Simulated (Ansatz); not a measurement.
The system is Mg3Te.

```
Te Mg
1.0
    -2.13936    2.13936    5.28249
     2.13936   -2.13936    5.28249
     2.13936    2.13936   -5.28249
Te Mg
1 3
Direct
  0.00000 0.00000 0.00000
  0.25000 0.75000 0.50000
  0.75000 0.25000 0.50000
  0.50000 0.50000 0.00000
```

The cell comes from a database or a generator and needn't be the stable form of this composition.

Base run:

- Program: Ansatz 0.2.0
- Functional: LDA
- Potentials or basis: all-electron LAPW, scalar-relativistic
- Cutoff: 145 eV (chosen from the basis error)
- Basis error allowed: 0.002 eV/atom
- k mesh: 9 × 9 × 9
- Occupations: fermi-dirac, width 0.05 eV
- Spin: no spin polarisation

Its results: pressure -2.3 GPa.

Task: The run is repeated on the same cell with these changes: functional from LDA to PBEsol. What comes out?

Result: Pressure -1.0 GPa.

PBEsol binds less tightly than LDA, so the same cell stands under more pressure.
